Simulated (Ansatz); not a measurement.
# RuF (doublet): from Hartree-Fock to the top rungs, def2-TZVPP

The task here is to estimate one member of a computed series from the others.

Program: Ansatz 0.2.0, Gaussian basis. Level of theory: def2-TZVPP, core rule «outside noble gas», up to 5 orbitals frozen. These are calculated values, not measurements.

The runs, in order: UHF; ROHF; CCSD(T) on UHF.

### What is computed

The geometry is a PBE0/def2-TZVP stationary point (not a proven minimum) of the parent state, kept for this charge and spin. No spin-orbit coupling is included. Elements past krypton take def2 core potentials.

2 atoms, charge 0, spin multiplicity 2.

Atoms are counted from 1 here; the program's logs count them from 0.

Bond lengths: Ru1–F2 1.896 Å.

Geometry (Å):

```
Ru    0.00000    0.00000    0.00000
F     0.00000    0.00000    1.89580
```

Set-up of the first run:

File in.yaml:

```yaml
crystal:
  periodic: [false, false, false]
  atoms:
    - {symbol: Ru, position_ang: [0.000000, 0.000000, 0.000000]}
    - {symbol: F, position_ang: [0.000000, 0.000000, 1.895800]}
basis:
  gaussian: {orbitals: def2-TZVPP}
magnetization: {spin_polarized: true, initial_magnetization: 1}
hamiltonian: {xc: hf}
output: {orbitals: {seedname: orbitals}}
```

Launch:

```bash
$ ansatz run in.yaml --threads 1 --pin off --events-out ev --progress --plain --max-ram 4096MiB --backend cpu
```

Among the steps run: UHF; ROHF; CCSD(T) on UHF.

One of the session's tables, all rows but one given; the rest of the session is left out.

It belongs to the step «Misses and costs». 

| method | from UCCSD(T) (meV) |
| --- | --- |
| ROHF | +14041.7 |
| UHF | ? |
| UMP2 | +690.7 |
| UCCSD | +576.1 |
| UCCSD(T) | 0 |

Estimate the missing values for UHF.

As computed: from UCCSD(T) (meV): +13299.0. In the column «from UCCSD(T) (meV)» it lies between UMP2 (+690.7) and ROHF (+14041.7).

The program flags UCCSD(T) as in doubt (see the logs), so the zero of the table is itself unsure.

Limits of these values: The determinant is far from a pure spin state, so its energy mixes those of several spin states (harmless only where they are near-degenerate, as at dissociation). The program flags UCCSD(T) as in doubt, so the zero of the table is itself unsure.
